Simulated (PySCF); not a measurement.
**ErCl3(H2O): other functionals and bases at one geometry**

How far do other levels of theory move the description of ErCl3(H2O), and what does each cost? The species was built from a template and needn't be a known compound.

Method: several levels, as the steps say, no spin–orbit coupling; program: PySCF 2.14.0.

4 further runs of the same task are left out: 2 for a known fault of the program, 2 that didn't finish.

## 1. The system as given

7 atoms, charge 0, spin multiplicity 1.

Bond lengths: Er1–Cl2 2.480 Å, Er1–Cl3 2.472 Å, Er1–Cl4 2.480 Å, Er1–O5 2.345 Å, O5–H6 0.970 Å, O5–H7 0.970 Å. Angles: Cl2–Er1–Cl3 117.0°, Cl2–Er1–Cl4 120.7°, Cl2–Er1–O5 95.4°, Cl3–Er1–Cl4 117.0°, Cl3–Er1–O5 102.6°, Cl4–Er1–O5 95.4°, Er1–O5–H6 125.9°, Er1–O5–H7 125.9°, H6–O5–H7 107.8°.

As a file:

```xyz
7
Cl3ErH2O
Er   -0.01402   -0.03165    0.03165
Cl    1.11408    1.83396    1.21276
Cl   -1.71015   -1.30297    1.30297
Cl    1.11408   -1.21276   -1.83396
O    -1.32858    1.34124   -1.34124
H    -1.59880    2.25127   -1.14299
H    -1.59880    1.14299   -2.25127
```

Formal oxidation states: Er +3. Each metal's 11 4f electrons lie in its core potential, so multiplicities, spins and levels count the valence alone. An earlier session relaxed this geometry at B3LYP, Er lcecp-1-SVP with ECP57, Cl def2-SVP, O def2-SVP, H def2-SVP (singlet, point group Cs).

At B3LYP on the finer grid: E = -1495.153582 Eh, HOMO -8.05 eV, LUMO -1.72 eV, Mulliken charge on Er1 +0.76 e, largest force component 0.013 eV/Å. 

Levels to run: wB97X; BP86; BLYP; revPBE; B3LYP, TZVP. Hardware: 2 threads of AMD EPYC 7R43 (Zen 3), shared host.

## 2. wB97X

Contents of run.py (the lines that set the calculation):

```python
mol = gto.M(atom='''
Er    -0.01402    -0.03165     0.03165
Cl     1.11408     1.83396     1.21276
Cl    -1.71015    -1.30297     1.30297
Cl     1.11408    -1.21276    -1.83396
O     -1.32858     1.34124    -1.34124
H     -1.59880     2.25127    -1.14299
H     -1.59880     1.14299    -2.25127''',
    basis={'Er': 'lcecp-1-SVP', 'Cl': 'def2-SVP', 'O': 'def2-SVP', 'H': 'def2-SVP'},
    ecp={'Er': 'lcecp-1-SVP'},
    charge=0, spin=0)
mf = dft.RKS(mol, xc='WB97X')
mf.grids.atom_grid = (75, 302)  # f atoms: unpruned, at least (60, 302)
mf = mf.density_fit()  # fitting sets: Er AutoAux, Cl def2-universal-JKFIT, O def2-universal-JKFIT, H def2-universal-JKFIT
mf.conv_tol = 1e-08; mf.max_cycle = 55
mf.kernel(dm0)  # dm0: the density of the relaxed state
```

The run is started by

```console
OMP_NUM_THREADS=2 python run.py
```

## 3. BP86

Edit run.py (the lines that set the calculation) of step 2 so:

```diff
@@ -11,3 +11,3 @@
     charge=0, spin=0)
-mf = dft.RKS(mol, xc='WB97X')
+mf = dft.RKS(mol, xc='B88,P86')
 mf.grids.atom_grid = (75, 302)  # f atoms: unpruned, at least (60, 302)
```

## 4. BLYP

Edit run.py (the lines that set the calculation) of step 3 so:

```diff
@@ -11,3 +11,3 @@
     charge=0, spin=0)
-mf = dft.RKS(mol, xc='B88,P86')
+mf = dft.RKS(mol, xc='BLYP')
 mf.grids.atom_grid = (75, 302)  # f atoms: unpruned, at least (60, 302)
```

## 5. revPBE

Edit run.py (the lines that set the calculation) of step 4 so:

```diff
@@ -11,3 +11,3 @@
     charge=0, spin=0)
-mf = dft.RKS(mol, xc='BLYP')
+mf = dft.RKS(mol, xc='PBE_R,PBE')
 mf.grids.atom_grid = (75, 302)  # f atoms: unpruned, at least (60, 302)
```

## 6. B3LYP, TZVP

Basis: Er lcecp-1-TZVP with ECP57, Cl def2-TZVP, O def2-TZVP, H def2-TZVP. 

Contents of run.py (the lines that set the calculation):

```python
mol = gto.M(atom='''
Er    -0.01402    -0.03165     0.03165
Cl     1.11408     1.83396     1.21276
Cl    -1.71015    -1.30297     1.30297
Cl     1.11408    -1.21276    -1.83396
O     -1.32858     1.34124    -1.34124
H     -1.59880     2.25127    -1.14299
H     -1.59880     1.14299    -2.25127''',
    basis={'Er': 'lcecp-1-TZVP', 'Cl': 'def2-TZVP', 'O': 'def2-TZVP', 'H': 'def2-TZVP'},
    ecp={'Er': 'lcecp-1-TZVP'},
    charge=0, spin=0)
mf = dft.RKS(mol, xc='B3LYP')
mf.grids.atom_grid = (75, 302)  # f atoms: unpruned, at least (60, 302)
mf = mf.density_fit()  # fitting sets: Er AutoAux, Cl def2-universal-JKFIT, O def2-universal-JKFIT, H def2-universal-JKFIT
mf.conv_tol = 1e-08; mf.max_cycle = 55
mf.kernel(dm0)  # dm0: free metal ions and neutral atoms
```

**Question.** What will these runs give? Wanted: for each run, HOMO; gap; charge on Er1; dipole; largest force.

As calculated:

| level | state | HOMO (eV) | gap (eV) | charge on Er1 (e) | dipole (D) | largest force (eV/Å) | basis functions | time |
| --- | --- | --- | --- | --- | --- | --- | --- | --- |
| B3LYP (relaxed here) | singlet | -8.05 | 6.32 | 0.76 | 6.15 | 0.01 | 111 | 20 s |
| wB97X | singlet | -10.79 | 11.24 | 0.85 | 6.28 | 0.15 | 111 | 11 s |
| BP86 | singlet | -7.09 | 4.97 | 0.66 | 6.09 | 0.36 | 111 | 8.2 s |
| BLYP | singlet | -6.75 | 4.56 | 0.60 | 6.05 | 0.40 | 111 | 10 s |
| revPBE | singlet | -6.97 | 4.88 | 0.72 | 6.06 | 0.30 | 111 | 9.8 s |
| B3LYP, TZVP | singlet | -8.26 | 6.27 | 1.35 | 6.12 | 0.24 | 201 | 20 s |

Times are on 2 threads of AMD EPYC 7R43 (Zen 3), shared host; the first row also made further properties.

In one basis the HOMO–LUMO gap runs from 4.56 eV (BLYP) to 11.24 eV (wB97X). The largest leftover force, 0.40 eV/Å with BLYP, stands at a geometry relaxed at another level. The Mulliken charge on Er spans +0.60 to +1.35 e over the levels. With 4f in the core, its levels are missing from HOMO and gap. Total energies of different levels can't be compared. Spin–orbit coupling is left out throughout.
